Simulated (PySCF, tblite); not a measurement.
# C10H9P: geometry, infrared bands and NMR shifts

Wanted: the infrared bands and NMR shifts of C10H9P (`C#CP1CCc2ccccc21`), by calculation.

Computed with tblite 0.8.0 and PySCF 2.14.0, with density-fitted response routines of our own, on a single molecule in the gas phase. Atoms count from 0, in the outputs and in this text.

## Step 1: Starting geometry

20 atoms, charge 0, multiplicity 1; geometry from: force field or distance geometry start.

Bonds of the start (Å): C0–C1 1.21, C1–P2 1.80, P2–C3 1.88, C3–C4 1.52, C4–C5 1.46, C5–C6 1.40, C6–C7 1.37, C7–C8 1.38, C8–C9 1.37, C9–C10 1.36, C10–P2 1.87, C10–C5 1.37, C0–H11 1.06, C3–H12 1.10, C3–H13 1.09, C4–H14 1.10, C4–H15 1.14, C6–H16 1.09, C7–H17 1.10, C8–H18 1.10, C9–H19 1.09.

## Step 2: Geometry optimisation with GFN2-xTB

The job: settings as JSON, then the geometry in Å.

```
{"job": {"kind": "relax", "xc": "GFN2-xTB", "basis": "xTB"}, "charge": 0, "multiplicity": 1}
C      3.267600     1.686000    -0.355100
C      2.519000     0.796400    -0.696000
P      1.441100    -0.555100    -1.210300
C      1.415000    -1.858300     0.142200
C      0.668800    -1.009300     1.155900
C     -0.462500    -0.341300     0.516100
C     -1.704600    -0.014500     1.071900
C     -2.628100     0.643900     0.304500
C     -2.411300     1.004100    -1.009300
C     -1.195500     0.688400    -1.552300
C     -0.283700     0.039500    -0.786600
H      3.908600     2.467300    -0.047600
H      2.438000    -2.087800     0.489900
H      0.858000    -2.728000    -0.218800
H      0.388600    -1.581500     2.057800
H      1.430400    -0.231300     1.483300
H     -1.949700    -0.269400     2.099200
H     -3.619300     0.896100     0.717300
H     -3.173200     1.531100    -1.594500
H     -0.912400     0.934300    -2.570500
```

Started as:

```sh
> OMP_NUM_THREADS=1 python probes_run.py task.json out
```

One launch serves the whole session: the jobs run in the order shown.

**Question.** This job is followed by: GFN2-xTB harmonic vibrations, gas phase; GIAO PBE0/pcSseg-1 NMR shielding, non-relativistic, gas phase. What will the session give for the following? strongest single infrared mode (GFN2-xTB); zero-point energy (GFN2-xTB); 13C shifts against TMS (PBE0/pcSseg-1); 1H shifts against TMS (PBE0/pcSseg-1, means over atoms taken as alike); 31P shifts against H3PO4 (PBE0/pcSseg-1).

**Answer**, as computed:

| quantity | value |
| --- | --- |
| strongest single infrared mode (GFN2-xTB) | 3091 cm⁻¹, 68 km/mol |
| zero-point energy (GFN2-xTB) | 95.5 kcal/mol |
| 13C shifts against TMS (PBE0/pcSseg-1) | 155.2, 146.3, 137.1, 134.9, 132.2, 130.1, 101.3, 88.7, 39.5, 34.5 ppm |
| 1H shifts against TMS (PBE0/pcSseg-1, means over atoms taken as alike) | 8.05, 7.69, 7.59, 7.54, 3.60, 2.30, 2.21 ppm |
| 31P shifts against H3PO4 (PBE0/pcSseg-1) | -57.7 ppm |

What this shows: The optimisation took 75 steps and gained 0.701 eV; among the close pairs (by a distance rule), C4–H15 changed most, from 1.137 to 1.095 Å. No mode is imaginary among the 54: a minimum at this level. The strongest single mode, at 3091 cm⁻¹, moves mainly H18 and H17. GFN2-xTB is a fitted tight-binding method: band positions and strengths are rough. Its intensities can rank the bands wrongly. At PBE0/pcSseg-1: The largest span, 303 ppm, is at C1, where the paramagnetic term is -170 ppm. NICS(1)zz of -27 ppm above the planar ring from C5 marks a diatropic (aromatic) ring current.
